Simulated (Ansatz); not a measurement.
# GeCl2: the cost of one run

Program: Ansatz 0.2.0. Level of theory: DFT r2SCAN, scalar-relativistic, plane waves, PAW. These are calculated values, not measurements.

2 further runs of the same task are left out: 1 that didn't finish, 1 set aside as unsound or not needed.

### 1 The structure to begin with

The structure is cubic, space group Fm-3m (No. 225). Conventional cell: a = 6.619 Å, b = 6.619 Å, c = 6.619 Å, α = 90.00°, β = 90.00°, γ = 90.00°. Around Ge (site symmetry m-3m) lie 8 Cl at 2.87 Å. Cl (site symmetry -43m) has 4 Ge at 2.87 Å as nearest neighbours.

Structure file:

```
CELL_PARAMETERS angstrom
0.00000 3.30962 3.30962
3.30962 0.00000 3.30962
3.30962 3.30962 0.00000
ATOMIC_POSITIONS crystal
Ge 0.00000 0.00000 0.00000
Cl 0.25000 0.25000 0.25000
Cl 0.75000 0.75000 0.75000
```

It is the end of an earlier relaxation with the same method, from a database cell with other species swapped in; it is a trial structure. At a tolerance of 0.02 Å it has space group Fm-3m (No. 225); it has 24.17 Å³/atom, an uncorrected energy of -0.67 eV/atom over the elements and, on its mesh, gap 2.67 eV.

### 2 The same geometry with r2SCAN

File input.yaml:

```yaml
crystal:
  lattice:
    - [0.0, 3.3096205066, 3.3096205066]
    - [3.3096205066, 0.0, 3.3096205066]
    - [3.3096205066, 3.3096205066, 0.0]
  atoms:
    - { symbol: Ge, position: [0.0, 0.0, 0.0] }
    - { symbol: Cl, position: [0.25, 0.25, 0.25] }
    - { symbol: Cl, position: [0.75, 0.75, 0.75] }
basis:
  ecutwfc: 500
kpoints:
  mp_grid: { grid: [6, 6, 6] }
  band_path:
    path:
      - [[0.0, 0.0, 0.0], [0.5, 0.0, 0.5], [0.625, 0.25, 0.625]]
      - [[0.375, 0.375, 0.75], [0.0, 0.0, 0.0], [0.5, 0.5, 0.5], [0.5, 0.25, 0.75], [0.5, 0.0, 0.5]]
    npoints: 14
hamiltonian:
  xc: r2scan
scf:
  occupations: { method: gaussian, width: 0.02 }
  n_extra_bands: 7
output:
  forces: true
  stress: true
  eigenvalues: true
  populations: true
  dos: { projected: true, de: 0.02, nscf_kmesh: { grid: [9, 9, 9] } }
  bader: true
  write_density: true
  write_potential: true
  elf: true
  volumetric_format: npy
```

The run is started by

```
$ ansatz run input.yaml --threads 1 --pin off --max-ram 2048MiB --backend cpu --events-out ev --progress --plain --runs-dir out
```

Q: Estimate wall time and peak memory on 1 thread of AMD EPYC 9R45 (Zen 5), shared host.

About 13 s, with a peak of 0.59 GiB.
